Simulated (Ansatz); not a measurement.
Ni3Pt:

```
CELL_PARAMETERS angstrom
-1.81487 1.81487 3.60339
1.81487 -1.81487 3.60339
1.81487 1.81487 -3.60339
ATOMIC_POSITIONS crystal
Pt 0.00000 0.00000 0.00000
Ni 0.50000 0.50000 0.00000
Ni 0.25000 0.75000 0.50000
Ni 0.75000 0.25000 0.50000
```

The cell comes from a database or a generator and needn't be the stable form of this composition.

| Quantity | Value |
| --- | --- |
| Program | Ansatz 0.2.0 |
| Task | single point |
| Functional | PBEsol |
| Potentials or basis | all-electron LAPW, scalar-relativistic |
| Cutoff | 309 eV (chosen from the basis error) |
| Basis error allowed | 0.001 eV/atom |
| k mesh | 10 × 10 × 10 |
| Occupations | fermi-dirac, width 0.05 eV |
| Spin | collinear spin, ferromagnetic start |
| Starting moments | [0.0, 1.0, 1.0, 1.0] μB |

On this cell: pressure -4.1 GPa; largest force under 0.003 eV/Å; net moment 2.38 μB per cell; site moments Pt +0.38; Ni +0.67, +0.71 μB; band gap on the k mesh none (metal or under the smearing width).

The same run follows on a disturbed copy (atoms moved at random, drawn with an rms of 0.05 Å):

```
Pt Ni
1.0
    -1.81487    1.81487    3.60339
     1.81487   -1.81487    3.60339
     1.81487    1.81487   -3.60339
Pt Ni
1 3
Direct
  0.01196 0.00583 0.01908
  0.49525 0.50418 0.99466
  0.25564 0.75697 0.50449
  0.74116 0.25002 0.50916
```

Task: What does the disturbed cell give?

Result: The energy (extrapolated to zero smearing) moves by +13.7 meV/atom; pressure -3.4 GPa; largest force 0.807 eV/Å; net moment 2.38 μB per cell; site moments Pt +0.38; Ni +0.68, +0.71 μB; band gap on the k mesh none (metal or under the smearing width).

Forces on the atoms (eV/Å):
```
Pt  -0.118 -0.777 -0.186
Ni   0.177  0.521 -0.202
Ni   0.082  0.087 -0.315
Ni  -0.141  0.168  0.703
```

Stress tensor (GPa, compression positive):
```
-4.83  0.18  0.13
 0.18 -2.11  0.14
 0.13  0.14 -3.28
```
